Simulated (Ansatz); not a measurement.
Working through a small convex hull of the Ti-Cd system

Program: Ansatz 0.2.0, Python API.

Run as a notebook:

In [1]:
```python
from collections import Counter
import csv
import warnings

import ansatz
import numpy as np

PHASES = {
    "Ti3Cd Pm-3m": (
        [(4.151009, 0.0, 0.0), (0.0, 4.151009, 0.0), (0.0, 0.0, 4.151009)],
        [
            ("Ti", (0.0, 0.5, 0.5)),
            ("Ti", (0.5, 0.0, 0.5)),
            ("Ti", (0.5, 0.5, 0.0)),
            ("Cd", (0.0, 0.0, 0.0)),
        ],
    ),
    "TiCd P4/nmm": (
        [(2.904, 0.0, 0.0), (0.0, 2.904, 0.0), (0.0, 0.0, 8.954)],
        [
            ("Ti", (0.0, 0.5, 0.608)),
            ("Ti", (0.5, 0.0, 0.392)),
            ("Cd", (0.0, 0.5, 0.13)),
            ("Cd", (0.5, 0.0, 0.87)),
        ],
    ),
    "Ti": (
        [(2.95, 0.0, 0.0), (-1.475, 2.554775, 0.0), (0.0, 0.0, 4.68)],
        [
            ("Ti", (1 / 3, 2 / 3, 0.25)),
            ("Ti", (2 / 3, 1 / 3, 0.75)),
        ],
    ),
    "Cd": (
        [(2.97887, 0.0, 0.0), (-1.489435, 2.579777, 0.0), (0.0, 0.0, 5.61765)],
        [
            ("Cd", (1 / 3, 2 / 3, 0.25)),
            ("Cd", (2 / 3, 1 / 3, 0.75)),
        ],
    ),
}
```

In [2]:
```python
def build(vectors, sites):
    crystal = ansatz.Crystal(lattice=ansatz.Lattice.of(vectors))
    for symbol, position in sites:
        crystal = crystal.atom(symbol, position)
    return crystal
```

In [3]:
```python
def compute(name, crystal):
    calc = (
        crystal.calculation()
        .basis(630, density_ratio=4)
        .initial_density(normalization="cell")
        .scf(tolerance=1e-07, max_iterations=200)
        .functional("LDA")
        .kpoints(spacing=0.3)
        .occupations("fermi_dirac", width=0.05)
    )
    calc = calc.relax(force_tolerance=0.02, max_steps=40, fix_cell=["shape"])
    return calc.run(threads=1, backend="cpu")
```

In [4]:
```python
def counts(outcome):
    return Counter(site.symbol for site in outcome.lattice.sites)
```

In [5]:
```python
def formation_energy(outcome, mu):
    n = counts(outcome)
    return (outcome.report["energy_sigma0_ev"] - sum(k * mu[element] for element, k in n.items())) / sum(n.values())

warnings.simplefilter("ignore", ansatz.DeckWarning)
```

In [6]:
```python
phases = {name: build(*cell) for name, cell in PHASES.items()}

done = {}
for name, crystal in phases.items():
    done[name] = compute(name, crystal)
    print(f"{name}: {done[name].report['energy_sigma0_ev']:.4f} eV, {len(done[name].lattice.sites)} atoms")
```
```text
Ti3Cd Pm-3m: -15468.8854 eV, 4 atoms
TiCd P4/nmm: -21136.7717 eV, 4 atoms
Ti: -4900.6089 eV, 2 atoms
Cd: -16235.7338 eV, 2 atoms
```

In [7]:
```python
# energy of one atom in its reference phase
references = {"Ti": "Ti", "Cd": "Cd"}
mu = {element: done[name].report["energy_sigma0_ev"] / len(done[name].lattice.sites) for element, name in references.items()}
points = sorted((counts(o)["Cd"] / len(o.lattice.sites), formation_energy(o, mu), name) for name, o in done.items())
```

In [8]:
```python
# walk in x and drop points that lie above the chord
hull = []
for x, e, _ in points:
    while len(hull) > 1 and (hull[-1][0] - hull[-2][0]) * (e - hull[-2][1]) - (hull[-1][1] - hull[-2][1]) * (x - hull[-2][0]) <= 0:
        hull.pop()
    hull.append((x, e))
rows = [(name, x, e, e - np.interp(x, *zip(*hull))) for x, e, name in points]
with open("hull.csv", "w", newline="") as handle:
    writer = csv.writer(handle)
    writer.writerow(["phase", "x(Cd)", "E_form (eV/atom)", "above hull (eV/atom)"])
    writer.writerows([round(v, 4) if isinstance(v, float) else v for v in row] for row in rows)
print(open("hull.csv").read())
print("on the hull of these phases:", ", ".join(row[0] for row in rows if row[3] < 1e-6))
```
```text
phase,x(Cd),E_form (eV/atom),above hull (eV/atom)
Ti,0.0,0.0,0.0
Ti3Cd Pm-3m,0.25,-0.0263,0.0274
TiCd P4/nmm,0.5,-0.1072,0.0
Cd,1.0,0.0,0.0

on the hull of these phases: Ti, TiCd P4/nmm, Cd
```

What to keep in mind:
- These settings explore the input space; cutoff and mesh may be short of convergence.
- For the metals among these phases the mesh is modest: differences between phases can be off by up to 40 meV an atom.
- The program warned that this SCF threshold is loose for forces or stresses.
- Atoms and volume are relaxed with the cell's shape held, which in cells of lower than cubic symmetry can hide stresses and shift volumes.
- The cells come from databases of deposited and of computed structures, and not all need be stable phases.
- Differences under about 40 meV an atom lie within the error of mesh and functional, so such verdicts may flip; only the cells listed enter the hull.
- The script silences the warnings on its input, which a real study should read.
- Wall time of the script: 68 s on 1 thread of Arm Neoverse V2, on a shared host, peak memory 0.5 GiB.

(Lines on the test bed's own set-up are left out of the output.)
